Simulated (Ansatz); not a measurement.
AgAu3:

```
Au Ag
1.0
     4.12163    0.00000    0.00000
     0.00000    4.12163    0.00000
     0.00000    0.00000    4.12163
Au Ag
3 1
Cartesian
  0.0000 0.0000 2.0608
  0.0000 2.0608 0.0000
  2.0608 0.0000 0.0000
  2.0608 2.0608 2.0608
```

The cell comes from a database or a generator and needn't be the stable form of this composition.

Base run:

```yaml
Program: Ansatz 0.2.0
Functional: LDA
Potentials_or_basis: all-electron LAPW, scalar-relativistic
Cutoff: 225 eV
Density_cutoff: 899 eV
Basis_error_allowed: 0.002 eV/atom
k_mesh: 7 × 7 × 7
Occupations: fermi-dirac, width 0.05 eV
Spin: no spin polarisation
```

Its results: pressure -9.9 GPa.

Question: The run is repeated on the same cell with these changes: functional from LDA to PBEsol. What comes out?

Answer: Pressure -5.4 GPa.

PBEsol binds less tightly than LDA, so the same cell stands under more pressure.

Not every run made on this cell is shown here.
